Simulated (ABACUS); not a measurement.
**Ba2Tl5V3O12 in ABACUS: the effect of functional**

The system is Ba2Tl5V3O12.

```xyz
22
Lattice="4.2650 2.4624 6.1690 -4.2650 2.4624 6.1690 0.0000 -4.9248 6.1690" Properties=species:S:1:pos:R:3 pbc="T T T"
Ba    0.0000    0.0000    9.2535
Ba    0.0000    0.0000    0.0000
V     0.0000    2.4624    6.1690
V    -2.1325   -1.2312    6.1690
V     2.1325   -1.2312    6.1690
Tl    0.0000   -2.4624    3.0845
Tl    2.1325    1.2312    3.0845
Tl   -2.1325    1.2312    3.0845
Tl    0.0000    0.0000   13.7035
Tl    0.0000    0.0000    4.8035
O     2.7110   -0.0675    7.4634
O    -1.2970    2.3816    7.4634
O    -1.4140   -2.3140    7.4634
O    -1.4140    2.3140   11.0435
O     2.7110    0.0676   11.0435
O    -1.2970   -2.3816   11.0435
O    -2.7110    0.0676   11.0435
O     1.2970   -2.3816   11.0435
O     1.4140    2.3140   11.0435
O     1.4140   -2.3140    7.4634
O    -2.7110   -0.0675    7.4634
O     1.2970    2.3816    7.4634
```

The cell was built by a generator and needn't be a form met in nature.

The cell isn't the ideal one: volume scaled by 1.02.

Alike in all runs:

* Program: ABACUS 3.10.1
* Task: equation of state
* Potentials or basis: SG15 ONCV 1.2 PBE
* Cutoff: 1361 eV
* Density cutoff: 5442 eV
* Basis: DZP LCAO (the cutoffs set its grid)
* k mesh: 3 × 3 × 3
* Occupations: fermi-dirac, width 0.05 eV
* Spin: collinear spin, ferromagnetic start
* Starting moments: [0.0, 0.0, 2.0, 2.0, 2.0, 0.0, 0.0, 0.0, 0.0, 0.0, 0.0, 0.0, 0.0, 0.0, 0.0, 0.0, 0.0, 0.0, 0.0, 0.0, 0.0, 0.0] μB

```tsv
functional	pressure (GPa)	moment (μB)	largest force (eV/Å)
LDA	?	?	?
PBE	-0.1	1.19	0.22
PBEsol	-4.0	1.06	0.38
WC	-13.6	0.54	0.76
RPBE	2.8	1.25	0.19
SCAN	-4.4	1.26	0.49
```

What does the run with functional LDA give?

Pressure -6.8 GPa; moment 0.54 μB; largest force 0.55 eV/Å.

Caveats: the atomic orbitals were generated for these runs and aren't a published set; the basis of atomic orbitals isn't converged, which shifts pressures, moduli and gaps; the potentials were made for another functional, which shifts forces and pressure (some runs).
